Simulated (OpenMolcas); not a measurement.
# AlF3 (SMILES [F][Al]([F])[F]): PBEsol/pcseg-2

Aim: the energy change on altering one bond length of AlF3 at PBEsol/pcseg-2, from 2 runs. 

Program for the calculation: OpenMolcas 26.06.

10 further runs of the same task are left out: 10 set aside as unsound or not needed.

## Step 1: The molecule

The species is AlF3 (4 atoms), meant as a singlet with charge 0. SMILES: `[F][Al]([F])[F]`. The shape comes from GFN2-xTB, which is rough for such elements, and wasn't checked as a minimum.

Bond lengths: F1–Al2 1.631 Å, Al2–F3 1.631 Å, Al2–F4 1.631 Å. Angles: F1–Al2–F3 120.0°, F1–Al2–F4 120.0°, F3–Al2–F4 120.0°.

## Step 2: A single-point energy at PBEsol/pcseg-2

job.inp reads:

```
* AlF3 Kohn-Sham DFT

&GATEWAY
  BasLib
  $CurrDir
  Coord
  4
  bohr
  F      1.61225764    -1.39786821     2.22498244
  Al    -0.00013228     0.00015118     0.00017008
  F     -2.74966489    -1.11142352    -0.84158953
  F      1.13753954     2.50914055    -1.38358188
  Basis
  pcseg-2
  Group
  NoSym

&SEWARD

&SCF
  KSDFT
  PBEsol
  Thresholds
  1e-06 0.001 0.001 0.01
  PrOrbitals
  0
```

The basis set pcseg-2 is read from a file made from the Basis Set Exchange's data (not shown).

Launch:

```sh
export MOLCAS_MEM=1860
pymolcas job.inp > job.log
```

Log:

```text
--- Start Module: gateway ---
[...]
--- Stop Module: gateway /rc=_RC_ALL_IS_WELL_ ---
--- Start Module: seward ---
[...]
      Basis functions          124
--- Stop Module: seward /rc=_RC_ALL_IS_WELL_ ---
[...]
--- Start Module: scf ---
[...]
       Convergence after   8 Iterations
[...]
::    Total KS-DFT energy                            -540.5628494703
[...]
      Total spin, S                                     0.0000000000
[...]
      Total electronic charge=   40.000000
      Total            charge=   -0.000000
[...]
      Dipole Moment (debye):
      Origin of the operator (angstrom)=   -0.0000    0.0000    0.0000
                   X= -7.0716E-04               Y=  8.0082E-04               Z=  9.4049E-04           Total=  1.4233E-03
      Quadrupole Moment (debye*angstrom):
[...]
--- Stop Module: scf /rc=_RC_ALL_IS_WELL_ ---
[...]
```

Run time: 15 s. Hardware: 1 thread of Arm Neoverse V2, shared host; peak memory 0.82 GiB.

## Step 3: The distorted shape at the same level

job.input reads:

```
* AlF3 Kohn-Sham DFT
&GATEWAY
BasLib
$CurrDir
Coord
4
bohr
F      2.01532866    -1.74735038     2.78114962
Al    -0.00013228     0.00015118     0.00017008
F     -2.74966489    -1.11142352    -0.84158953
F      1.13753954     2.50914055    -1.38358188
Basis
pcseg-2
Group
NoSym
&SEWARD
&SCF
KSDFT
PBEsol
Thresholds
1e-06 0.001 0.001 0.01
PrOrbitals
0
```

The basis set pcseg-2 is read from a file made from the Basis Set Exchange's data (not shown).

Launch:

```sh
export MOLCAS_MEM=1860
pymolcas job.input > job.log
```

Log:

```text
--- Start Module: gateway ---
[...]
--- Stop Module: gateway /rc=_RC_ALL_IS_WELL_ ---
--- Start Module: seward ---
[...]
      Basis functions          124
--- Stop Module: seward /rc=_RC_ALL_IS_WELL_ ---
[...]
--- Start Module: scf ---
[...]
       Convergence after  14 Iterations
[...]
::    Total KS-DFT energy                            -540.5151745473
[...]
      Total spin, S                                     0.0000000000
[...]
      Total electronic charge=   40.000000
      Total            charge=   -0.000000
[...]
      Dipole Moment (debye):
      Origin of the operator (angstrom)=    0.0482   -0.0418    0.0666
                   X= -8.0686E-01               Y=  6.9977E-01               Z= -1.1115E+00           Total=  1.5415E+00
      Quadrupole Moment (debye*angstrom):
[...]
--- Stop Module: scf /rc=_RC_ALL_IS_WELL_ ---
[...]
```

Run time: 21 s. Hardware: 1 thread of Arm Neoverse V2, shared host; peak memory 0.81 GiB.

## Step 4: Summary of results

At PBEsol/pcseg-2:

```
                                                          quantity          value
                                         first shape: total energy  -540.56285 Eh
                                        first shape: dipole moment         0.00 D
                                          first shape: HOMO energy       -9.69 eV
                                          first shape: LUMO energy       -2.35 eV
                                        first shape: HOMO–LUMO gap        7.34 eV
                                     distorted shape: total energy  -540.51517 Eh
                                    distorted shape: dipole moment         1.54 D
                                      distorted shape: HOMO energy       -8.53 eV
                                      distorted shape: LUMO energy       -3.48 eV
                                    distorted shape: HOMO–LUMO gap        5.05 eV
energy change with the F1–Al2 bond stretched from 1.631 to 2.039 Å       1.297 eV
```

What this shows: With the F1–Al2 bond stretched from 1.631 to 2.039 Å the energy rises by 1.30 eV (30 kcal/mol). The first shape isn't relaxed at this level, so the change isn't measured from a minimum.
